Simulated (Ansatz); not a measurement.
# CH9B3OSiZn: taking an electron away

How much energy removes an electron from CH9B3OSiZn at fixed geometry? The cation is run at each level and the neutral's energy taken from earlier runs.

Method: unrestricted cation, the program's frozen cores in correlated methods; program: Ansatz 0.2.0, Gaussian basis.

The runs, in order: UKS PBE-D4/def2-TZVPP; UKS r2SCAN-D4/def2-TZVPP; UKS PBE0-D4/def2-TZVPP; UKS B3LYP-D4/def2-TZVPP; UKS wB97X-V/def2-TZVPP; UKS wB97M-V/def2-TZVPP; UKS B2PLYP (frozen core with 3s3p of Cu, Zn)/def2-TZVPP; UHF-CCSD(T) with 3s3p of Cu, Zn/def2-TZVPP; UHF-MP2 with 3s3p of Cu, Zn/def2-QZVPP; extrapolation to the limit; then −ε(HOMO) from the neutral's earlier runs with LDA (SPW92), PBE-D4, revPBE-D4, BLYP-D4, r2SCAN-D4, B97M-V, PBE0-D4, B3LYP-D4, r2SCANh-D4, r2SCAN0-D4, HSE06-D4, BHLYP-D4, CAM-B3LYP-D4, LC-ωPBE, ωB97X-V, ωB97M-V.

## Step 1: The relaxed structure

An earlier PBE0-D4 in a triple-zeta def2 set relaxation fixed the geometry.

16 atoms, charge 0, spin multiplicity 1.

Atoms are counted from 1 here; the program's logs count them from 0.

Bond lengths: B1–B2 1.528 Å, B1–Zn3 2.231 Å, B1–H8 1.208 Å, B1–H9 1.208 Å, B2–Zn3 2.297 Å, B2–H10 1.185 Å, Zn3–C4 1.978 Å, C4–O5 1.433 Å, C4–H11 1.098 Å, C4–H12 1.098 Å, O5–Si6 1.651 Å, Si6–B7 2.000 Å, Si6–H13 1.498 Å, Si6–H14 1.498 Å, B7–H15 1.197 Å, B7–H16 1.195 Å. Angles: B2–B1–Zn3 72.6°, B2–B1–H8 120.7°, B2–B1–H9 120.8°, Zn3–B1–H8 95.8°, Zn3–B1–H9 95.8°, H8–B1–H9 118.2°, B1–B2–Zn3 67.9°, B1–B2–H10 176.9°, Zn3–B2–H10 115.1°, B1–Zn3–B2 39.4°, B1–Zn3–C4 159.6°, B2–Zn3–C4 161.0°, Zn3–C4–O5 107.0°, Zn3–C4–H11 111.3°, Zn3–C4–H12 111.4°, O5–C4–H11 110.3°, O5–C4–H12 110.3°, H11–C4–H12 106.6° and more.

Coordinates:

```
B     3.2943   -1.7779    1.5753
B     3.1819   -0.3024    1.9580
Zn    1.4721   -0.9682    0.5753
C    -0.1690   -0.9154   -0.5271
O    -0.7441    0.3858   -0.3584
Si   -2.1457    0.7720   -1.1403
B    -2.7290    2.6408   -0.7291
H     3.8542   -2.1101    0.5580
H     2.7167   -2.6266    2.2114
H     3.1482    0.8347    2.2886
H    -0.8831   -1.6907   -0.2177
H     0.0539   -1.0988   -1.5869
H    -3.2251   -0.1920   -0.7526
H    -1.9628    0.6156   -2.6192
H    -3.7360    3.0541   -1.2276
H    -2.1263    3.3789   -0.0079
```

## Step 2: Cation, UKS PBE-D4/def2-TZVPP

in.yaml reads:

```yaml
crystal:
  periodic: [false, false, false]
  atoms:
    - {symbol: B, position_ang: [3.294269, -1.777866, 1.575346]}
    - {symbol: B, position_ang: [3.181901, -0.302415, 1.957993]}
    - {symbol: Zn, position_ang: [1.472095, -0.968165, 0.575337]}
    - {symbol: C, position_ang: [-0.169012, -0.915399, -0.527051]}
    - {symbol: O, position_ang: [-0.744145, 0.385820, -0.358404]}
    - {symbol: Si, position_ang: [-2.145719, 0.771990, -1.140258]}
    - {symbol: B, position_ang: [-2.729007, 2.640826, -0.729071]}
    - {symbol: H, position_ang: [3.854152, -2.110072, 0.558001]}
    - {symbol: H, position_ang: [2.716664, -2.626639, 2.211373]}
    - {symbol: H, position_ang: [3.148234, 0.834717, 2.288636]}
    - {symbol: H, position_ang: [-0.883129, -1.690676, -0.217730]}
    - {symbol: H, position_ang: [0.053907, -1.098766, -1.586926]}
    - {symbol: H, position_ang: [-3.225138, -0.191964, -0.752595]}
    - {symbol: H, position_ang: [-1.962791, 0.615613, -2.619157]}
    - {symbol: H, position_ang: [-3.736013, 3.054063, -1.227559]}
    - {symbol: H, position_ang: [-2.126278, 3.378925, -0.007925]}
basis:
  gaussian: {orbitals: def2-TZVPP}
total_charge: 1
magnetization: {spin_polarized: true, initial_magnetization: 1}
hamiltonian: {xc: pbe, dispersion: d4}
```

On the command line:

```console
> ansatz run in.yaml --threads 2 --pin off --events-out ev --progress --plain --max-ram 32768MiB --backend cuda --devices 0, --max-vram 18GiB
```

Further steps of the session: Cation, UKS r2SCAN-D4/def2-TZVPP; Cation, UKS PBE0-D4/def2-TZVPP; Cation, UKS B3LYP-D4/def2-TZVPP; Cation, UKS wB97X-V/def2-TZVPP; Cation, UKS wB97M-V/def2-TZVPP; Cation, UKS B2PLYP (frozen core with 3s3p of Cu, Zn)/def2-TZVPP; Cation, UHF-CCSD(T) with 3s3p of Cu, Zn/def2-TZVPP; Cation, UHF-MP2 with 3s3p of Cu, Zn/def2-QZVPP.

Before running them: what should the planned runs give, taken together? Wanted: ionisation energy, CCSD(T)/CBS; nearest functional by difference; nearest −ε(HOMO); −ε(HOMO) of PBE; T1 of the cation.

**Answer**, as computed:

| quantity | value |
| --- | --- |
| ionisation energy, CCSD(T)/CBS | 8.57 eV |
| nearest functional by difference | ωB97M-V (-0.10 eV) |
| nearest −ε(HOMO) | ωB97M-V (-0.01 eV) |
| −ε(HOMO) of PBE | 5.49 eV |
| T1 of the cation | 0.025 |

What this shows: By cation minus neutral, the functionals miss by 0.54 eV at most. The PBE orbital energy is 3.1 eV too small: a semilocal HOMO is no ionisation energy. Among orbital estimates ωB97M-V comes nearest. Hartree-Fock falls 1.13 eV short, as the neutral has more correlation energy than the cation. For Zn the d shell is correlated and the shells below it are frozen.
